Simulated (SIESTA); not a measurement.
Runs of SIESTA 5.4.2 on Ge2Sb2Te5. The structure is monoclinic, space group Cm (No. 8). Conventional cell: a = 13.678 Å, b = 6.132 Å, c = 9.672 Å, α = 90.00°, β = 134.93°, γ = 90.00°. Te (site symmetry m) is surrounded by 2 Ge at 2.85 to 3.19 Å and 3 Sb at 3.07 to 3.14 Å. Te (site symmetry m) is surrounded by 2 Sb at 2.95 to 3.20 Å and 3 Ge at 3.07 to 3.08 Å. Te (site symmetry m) is surrounded by 3 Ge at 2.82 to 3.07 Å and 2 Sb at 3.14 to 3.19 Å. Around Te (site symmetry m) lie 2 Ge at 2.95 to 3.00 Å and 2 Sb at 3.02 to 3.06 Å. Around Te (site symmetry m) lie 3 Sb at 2.98 to 3.07 Å and 2 Ge at 3.05 to 3.20 Å. Sb (site symmetry m) has 6 Te at 2.95 to 3.19 Å as nearest neighbours. Sb (site symmetry m) is surrounded by 6 Te at 2.98 to 3.20 Å. Ge (site symmetry m) has 6 Te at 2.82 to 3.19 Å as nearest neighbours. The cell comes from a database or a generator and needn't be the stable form of this composition.

```csv
task,level,potentials or basis,k mesh,gap on the mesh (eV),pressure (GPa),V0 of scaled cells (Å³/atom),B0 (GPa),largest force (eV/Å)
band structure,PBE,"PseudoDojo 0.4 standard (PBE files), DZP (energy shift 0.003 Ry; two zetas on semicore shells)",5 × 5 × 4,0.24,1.0,-,-,(a)
band structure,LDA,"PseudoDojo 0.4 standard (LDA files), DZP (energy shift 0.003 Ry; two zetas on semicore shells)",5 × 5 × 4,0.24,(b),-,-,(d)
equation of state,PBEsol,"PseudoDojo 0.4 standard (PBEsol files), DZP (energy shift 0.003 Ry; two zetas on semicore shells)",4 × 4 × 3,-,-,(c),53,-
band structure,PBEsol,"PseudoDojo 0.4 standard (PBEsol files), DZP (energy shift 0.003 Ry; two zetas on semicore shells)",5 × 5 × 4,0.23,-1.4,-,-,0.19
equation of state,LDA,"PseudoDojo 0.4 standard (LDA files), DZP (energy shift 0.003 Ry; two zetas on semicore shells)",4 × 4 × 3,-,-,30.29,54,-
```

Alike in all rows: no spin polarisation; cell as given; smearing fermi-dirac 0.05 eV; grid cutoff 800 Ry; energy shift 0.003 Ry.

Task: Fill in the values left out.

Result: (a) 0.30; (b) -2.4; (c) 30.93; (d) 0.12.

Caveats: the basis of atomic orbitals isn't converged, which shifts pressures, moduli and gaps; spin-orbit coupling is left out, which moves the levels of the heavy elements (some runs); the mesh misses the band edges, which the band path finds closer together (some runs); the cell was scaled at fixed shape and fractional positions, which overstates the stiffness of a crystal with free parameters, most of all of layers and chains (some runs).

A k mesh can miss the band edges, and the runs leave out spin-orbit coupling on Ge, Sb, Te.

Not every run made on this cell is shown here.
